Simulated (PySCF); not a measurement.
# C5H8FNPSi: the cost of one run

Computed with PySCF 2.14.0 and routines of our own; the level stands in each step. Atoms count from 0.

## 1. The starting structure

17 atoms, charge 1, multiplicity 1; geometry from: GFN2-xTB.

## 2. Magnetic properties: GIAO PBE/pcSseg-1

Job settings and geometry (Å):

```
{"job": {"kind": "mag", "xc": "PBE", "basis": "pcSseg-1", "isotopologues": 0}, "charge": 1, "multiplicity": 1}
N      0.140740     2.042602     0.760217
C     -0.851676     1.608538     0.396463
C     -2.033834     0.948434    -0.089674
C     -1.626605    -0.304557    -0.877093
P     -0.588015    -1.453310     0.138099
C      1.113852    -1.994357    -0.340662
F      1.599012    -3.071595    -0.840330
C      1.158251    -0.775010     0.102703
Si     2.512992     0.594825     0.512729
H     -2.674935     0.694762     0.760156
H     -2.593174     1.627100    -0.739815
H     -1.041741    -0.045491    -1.765256
H     -2.520240    -0.845454    -1.202019
H     -0.860720    -1.300527     1.486357
H      2.328509     1.556920    -0.560011
H      3.717876    -0.223030     0.360893
H      2.212711     0.952182     1.887334
```

Level: GIAO PBE/pcSseg-1 magnetisability, rotational g tensor and spin-rotation constants, non-relativistic, gas phase.

Run with:

```
$ OMP_NUM_THREADS=1 python excited_run.py task.json out
```

The driver reads the jobs from task.json and runs them one after another.

**Question.** How long does this first job take on 1 thread of Arm Neoverse V2, shared host, and how much memory does it need?

About 53 s, with a peak of 0.72 GiB.
